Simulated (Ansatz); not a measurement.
# CH7ClSiSn: basis-set convergence

Aim: see how fast density functionals converge with the basis set for CH7ClSiSn.

Method: one geometry, several basis sets; program: Ansatz 0.2.0, Gaussian basis.

Levels to be run: PBE0-D4/def2-SVP; ωB97M-V/def2-SVP; PBE0-D4/def2-QZVPP; ωB97M-V/def2-QZVPP; the functionals' def2-TZVPP values are taken from earlier runs.

### Step 1. The geometry

An earlier PBE0-D4 in a triple-zeta def2 set relaxation fixed the geometry. Sn takes the def2 core potential; no spin-orbit term is included.

SMILES `C[SiH](Cl)[SnH3]`, 11 atoms, charge 0, spin multiplicity 1.

Atoms are counted from 1 here; the program's logs count them from 0.

Bond lengths: C1–Si2 1.864 Å, C1–H5 1.094 Å, C1–H6 1.092 Å, C1–H7 1.092 Å, Si2–Cl3 2.072 Å, Si2–Sn4 2.566 Å, Si2–H8 1.487 Å, Sn4–H9 1.710 Å, Sn4–H10 1.708 Å, Sn4–H11 1.706 Å. Angles: Si2–C1–H5 110.0°, Si2–C1–H6 110.4°, Si2–C1–H7 110.9°, H5–C1–H6 108.5°, H5–C1–H7 108.5°, H6–C1–H7 108.5°, C1–Si2–Cl3 108.8°, C1–Si2–Sn4 113.0°, C1–Si2–H8 110.2°, Cl3–Si2–Sn4 107.8°, Cl3–Si2–H8 106.4°, Sn4–Si2–H8 110.5°, Si2–Sn4–H9 110.7°, Si2–Sn4–H10 110.2°, Si2–Sn4–H11 110.9°, H9–Sn4–H10 108.0°, H9–Sn4–H11 108.3°, H10–Sn4–H11 108.6°.

As a file:

```xyz
11
charge 0, multiplicity 1
C     0.15657    1.57970    0.89777
Si    0.34551   -0.27062    0.77868
Cl    2.35852   -0.74426    0.90646
Sn   -0.54744   -1.22825   -1.42795
H    -0.90279    1.84945    0.86853
H     0.58172    1.94624    1.83492
H     0.66307    2.07784    0.06885
H    -0.31409   -0.93042    1.93609
H    -2.21908   -0.90632   -1.59462
H     0.26143   -0.51343   -2.75107
H    -0.31801   -2.91703   -1.49697
```

### Step 2. PBE0-D4 in def2-SVP

in.yaml reads:

```yaml
crystal:
  periodic: [false, false, false]
  atoms:
    - {symbol: C, position_ang: [0.156573, 1.579697, 0.897768]}
    - {symbol: Si, position_ang: [0.345507, -0.270620, 0.778681]}
    - {symbol: Cl, position_ang: [2.358519, -0.744257, 0.906461]}
    - {symbol: Sn, position_ang: [-0.547437, -1.228247, -1.427950]}
    - {symbol: H, position_ang: [-0.902793, 1.849446, 0.868534]}
    - {symbol: H, position_ang: [0.581721, 1.946236, 1.834921]}
    - {symbol: H, position_ang: [0.663066, 2.077841, 0.068855]}
    - {symbol: H, position_ang: [-0.314088, -0.930418, 1.936086]}
    - {symbol: H, position_ang: [-2.219079, -0.906316, -1.594617]}
    - {symbol: H, position_ang: [0.261425, -0.513435, -2.751066]}
    - {symbol: H, position_ang: [-0.318013, -2.917026, -1.496974]}
basis:
  gaussian: {orbitals: def2-SVP}
hamiltonian: {xc: pbe0, dispersion: d4}
output: {orbitals: {seedname: orbitals}}
```

Further steps of the session: ωB97M-V in def2-SVP; PBE0-D4 in def2-QZVPP; ωB97M-V in def2-QZVPP.

Before running them: what should the planned runs give, taken together? Wanted: PBE0-D4: double and triple zeta above quadruple; ωB97M-V: double and triple zeta above quadruple.

**Answer**, as computed:

| quantity | value |
| --- | --- |
| PBE0-D4: double and triple zeta above quadruple | 9.38, 0.75 eV |
| ωB97M-V: double and triple zeta above quadruple | 9.48, 0.72 eV |

In words: PBE0-D4 gains 8.63 eV from double to triple zeta, then 0.75 eV more. These are total energies; as a rule much of such shifts cancels in differences, which this series doesn't test. The LUMO of ωB97M-V is positive and keeps falling with the basis (1.80 to 1.08 eV): an unbound level that the basis holds in place.
